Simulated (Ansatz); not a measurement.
Born–Oppenheimer molecular dynamics of a periodic cell of 41 atoms, Ba8LiTi8O24 (host BaTiO3, host structure Pm-3m, interstitial Li), cell charge +1. It goes on from the last frame of an earlier run, with new velocities.

All numbers below come from Ansatz, DFT PBE, scalar-relativistic, plane waves, PAW. Settings: PAW set soft_1, cutoff 420 eV, k mesh 2x2x2, fermi-dirac smearing 0.05 eV, no spin polarisation.

```
ensemble        : NVT, Langevin thermostat
time step       : 1 fs
steps asked     : 140
set temperature : 2100 K
friction        : 0.05 /fs
seed            : 622529
```

Frames 10 fs apart, positions in Å.

Velocities at 70 fs (Å/ps):

```
Ba 0.59 1.12 1.82
Ti 2.37 -3.95 7.24
O 2.06 6.83 -4.75
O 7.17 -12.97 0.80
O -16.48 -2.44 -6.79
Ba 0.28 0.81 -2.58
Ti -0.62 0.85 0.29
O -14.41 -8.33 5.25
O 7.45 -24.96 1.08
O 8.35 3.12 6.73
Ba -4.31 1.01 4.04
Ti -4.94 -4.85 -6.84
O -4.85 2.98 2.98
O 11.08 9.02 -14.77
O -15.06 0.20 -15.30
Ba -0.53 0.01 -4.27
Ti 3.73 6.94 -5.56
O -5.09 0.48 -11.15
O -19.60 -6.58 -8.94
O -4.39 13.58 11.10
Ba 0.10 -4.19 -4.48
Ti -8.84 0.48 -0.38
O 26.49 0.49 2.01
O 10.88 -22.54 14.97
O 2.59 -15.24 -3.20
Ba 2.63 0.07 3.40
Ti -13.08 0.35 0.29
O 1.92 -7.63 2.04
O 10.36 -10.35 -14.83
O -4.24 3.06 -9.59
Ba 2.08 1.68 -0.19
Ti 0.73 5.02 3.19
O -12.08 8.32 -17.18
O -2.83 1.46 8.09
O -6.86 -7.01 0.38
Ba 4.68 -2.67 7.75
Ti 7.13 -4.27 3.74
O -12.61 7.86 21.14
O -6.92 4.48 -8.38
O 6.78 8.58 1.90
Li -0.76 -9.09 14.30
```

```xyz
41
Lattice="7.9400 0.0000 0.0000 0.0000 7.9400 0.0000 0.0000 0.0000 7.9400" Properties=species:S:1:pos:R:3 time_fs=70 energy_less_start_eV=4.015 T=1809
Ba 0.196 0.076 0.099
Ti 2.094 1.939 2.307
O 2.150 1.740 0.237
O -0.250 1.542 2.217
O 1.609 -0.224 2.194
Ba 0.122 0.014 4.110
Ti 2.135 1.594 5.950
O 2.159 1.547 4.199
O -0.193 2.148 6.164
O 2.091 -0.158 6.080
Ba -0.041 3.807 -0.127
Ti 2.008 5.798 1.933
O 1.639 5.488 -0.025
O 0.076 5.427 2.132
O 1.577 3.639 2.151
Ba -0.479 3.870 3.971
Ti 1.812 5.937 6.226
O 1.675 5.889 3.949
O -0.109 6.051 5.951
O 1.802 3.693 5.785
Ba 3.783 0.061 0.099
Ti 6.003 1.971 2.126
O 5.901 1.646 -0.140
O 4.027 1.703 1.863
O 6.072 -0.400 2.235
Ba 3.870 -0.361 4.002
Ti 5.918 1.856 6.044
O 5.801 2.095 3.959
O 3.790 1.851 5.956
O 6.058 -0.133 5.989
Ba 3.898 3.508 -0.032
Ti 6.144 5.925 1.860
O 5.688 5.585 0.044
O 3.797 5.614 2.064
O 5.854 3.880 2.048
Ba 4.012 3.890 4.205
Ti 5.872 5.840 5.966
O 5.930 5.551 4.056
O 3.863 6.053 6.156
O 5.784 3.898 6.017
Li 1.554 3.993 4.268
41
Lattice="7.9400 0.0000 0.0000 0.0000 7.9400 0.0000 0.0000 0.0000 7.9400" Properties=species:S:1:pos:R:3 time_fs=80 energy_less_start_eV=2.786 T=2170
Ba 0.169 0.095 0.103
Ti 2.097 1.851 2.293
O 2.159 1.804 0.224
O -0.073 1.484 2.230
O 1.502 -0.243 2.075
Ba 0.115 -0.001 4.139
Ti 2.084 1.609 5.991
O 1.987 1.511 4.148
O -0.101 1.899 6.201
O 2.179 -0.164 6.226
Ba -0.064 3.821 -0.094
Ti 1.878 5.799 1.883
O 1.760 5.572 -0.030
O 0.058 5.482 2.062
O 1.514 3.675 2.013
Ba -0.461 3.874 3.936
Ti 1.825 5.942 6.166
O 1.625 5.907 3.907
O -0.149 5.854 5.940
O 1.754 3.771 5.939
Ba 3.747 -0.008 0.087
Ti 5.942 1.967 2.135
O 6.099 1.700 -0.117
O 4.172 1.617 2.018
O 6.112 -0.362 2.309
Ba 3.908 -0.368 4.021
Ti 5.810 1.827 6.007
O 5.802 2.034 3.968
O 3.879 1.769 5.857
O 5.938 -0.155 5.867
Ba 3.926 3.499 -0.019
Ti 6.135 5.921 1.873
O 5.727 5.664 0.023
O 3.804 5.611 2.046
O 5.817 3.735 2.010
Ba 3.999 3.865 4.262
Ti 5.928 5.834 5.994
O 5.725 5.694 4.221
O 3.823 6.079 6.072
O 5.775 3.890 6.047
Li 1.601 4.139 4.274
41
Lattice="7.9400 0.0000 0.0000 0.0000 7.9400 0.0000 0.0000 0.0000 7.9400" Properties=species:S:1:pos:R:3 time_fs=90 energy_less_start_eV=2.173 T=2155
Ba 0.119 0.111 0.085
Ti 2.026 1.792 2.259
O 2.223 1.842 0.273
O 0.002 1.485 2.198
O 1.466 -0.339 1.980
Ba 0.096 -0.077 4.212
Ti 2.049 1.691 6.034
O 1.966 1.552 4.121
O 0.021 1.738 6.184
O 2.150 -0.120 6.321
Ba -0.076 3.813 -0.074
Ti 1.771 5.800 1.855
O 1.936 5.726 0.001
O -0.147 5.540 2.014
O 1.657 3.633 2.084
Ba -0.451 3.889 3.925
Ti 1.860 5.844 6.075
O 1.713 5.882 4.004
O -0.157 5.745 6.010
O 1.716 3.881 5.978
Ba 3.713 -0.066 0.100
Ti 5.949 1.926 2.146
O 6.192 1.678 -0.025
O 4.248 1.625 2.160
O 6.095 -0.265 2.376
Ba 3.926 -0.436 4.051
Ti 5.817 1.852 5.953
O 5.723 1.999 4.064
O 3.919 1.725 5.823
O 5.812 -0.180 5.739
Ba 3.902 3.546 0.028
Ti 6.102 5.862 1.847
O 5.953 5.739 0.162
O 3.824 5.594 1.940
O 5.898 3.628 2.010
Ba 3.972 3.861 4.287
Ti 5.930 5.896 6.081
O 5.483 5.782 4.256
O 3.656 5.891 5.928
O 5.561 3.866 6.056
Li 1.769 4.298 4.313
41
Lattice="7.9400 0.0000 0.0000 0.0000 7.9400 0.0000 0.0000 0.0000 7.9400" Properties=species:S:1:pos:R:3 time_fs=100 energy_less_start_eV=2.488 T=2157
Ba 0.094 0.136 0.085
Ti 1.991 1.789 2.192
O 2.308 1.823 0.360
O -0.014 1.565 2.202
O 1.520 -0.432 2.017
Ba 0.156 -0.149 4.281
Ti 2.001 1.800 6.047
O 1.942 1.576 4.141
O 0.101 1.693 6.073
O 2.002 -0.003 6.239
Ba -0.049 3.782 -0.091
Ti 1.793 5.835 1.804
O 2.078 5.834 0.149
O -0.190 5.610 1.956
O 1.804 3.613 2.123
Ba -0.403 3.875 3.922
Ti 1.883 5.752 5.968
O 1.804 5.791 4.130
O -0.280 5.694 6.147
O 1.704 3.944 5.941
Ba 3.720 -0.103 0.109
Ti 6.020 1.799 2.167
O 6.090 1.693 0.046
O 4.029 1.618 2.351
O 5.996 -0.322 2.320
Ba 3.915 -0.493 4.075
Ti 5.860 1.919 5.939
O 5.665 1.860 4.116
O 3.905 1.725 5.852
O 5.786 -0.124 5.692
Ba 3.899 3.609 0.061
Ti 5.976 5.845 1.845
O 6.151 6.005 0.110
O 3.820 5.524 1.921
O 6.040 3.669 1.931
Ba 3.975 3.889 4.319
Ti 5.904 5.959 6.067
O 5.469 5.770 4.242
O 3.553 5.782 5.863
O 5.411 3.831 6.138
Li 1.819 4.151 4.311
41
Lattice="7.9400 0.0000 0.0000 0.0000 7.9400 0.0000 0.0000 0.0000 7.9400" Properties=species:S:1:pos:R:3 time_fs=110 energy_less_start_eV=2.857 T=1756
Ba 0.067 0.151 0.099
Ti 2.007 1.782 2.116
O 2.329 1.913 0.358
O -0.149 1.683 2.287
O 1.641 -0.403 2.086
Ba 0.231 -0.201 4.311
Ti 1.996 1.902 6.058
O 1.868 1.651 4.200
O 0.096 1.726 5.930
O 1.849 0.014 6.108
Ba -0.003 3.778 -0.135
Ti 1.799 5.773 1.793
O 2.051 6.009 0.079
O -0.147 5.598 1.915
O 1.794 3.671 2.071
Ba -0.371 3.833 3.913
Ti 1.900 5.784 5.921
O 1.804 5.676 4.166
O -0.373 5.721 6.128
O 1.666 3.953 5.858
Ba 3.718 -0.148 0.084
Ti 6.059 1.758 2.167
O 5.985 1.680 -0.031
O 3.865 1.695 2.409
O 5.972 -0.436 2.185
Ba 3.896 -0.525 4.093
Ti 5.841 1.983 5.982
O 5.651 1.806 4.219
O 3.839 1.744 5.965
O 5.884 -0.077 5.855
Ba 3.881 3.643 0.082
Ti 5.873 5.855 1.868
O 6.186 6.181 0.062
O 3.900 5.443 1.935
O 6.151 3.693 1.871
Ba 4.014 3.891 4.272
Ti 5.829 6.042 6.058
O 5.561 5.745 4.223
O 3.556 5.795 5.895
O 5.360 3.877 6.194
Li 1.776 3.842 4.113
```

Of the whole run (140 fs, mean temperature of the second half 2040 K): A run of 0.14 ps of so small a system gives no equilibrium averages. Limits of this set-up: a small cell, in which the defect meets its images, a typed lattice constant that wasn't relaxed here, charged cell in a uniform background, uncorrected.

Run time: 27 min on 4 threads of Intel(R) Xeon(R) Platinum 8259CL CPU @ 2.50GHz (Skylake/Cascade Lake), with other jobs on the host, peak memory 3.1 GiB.
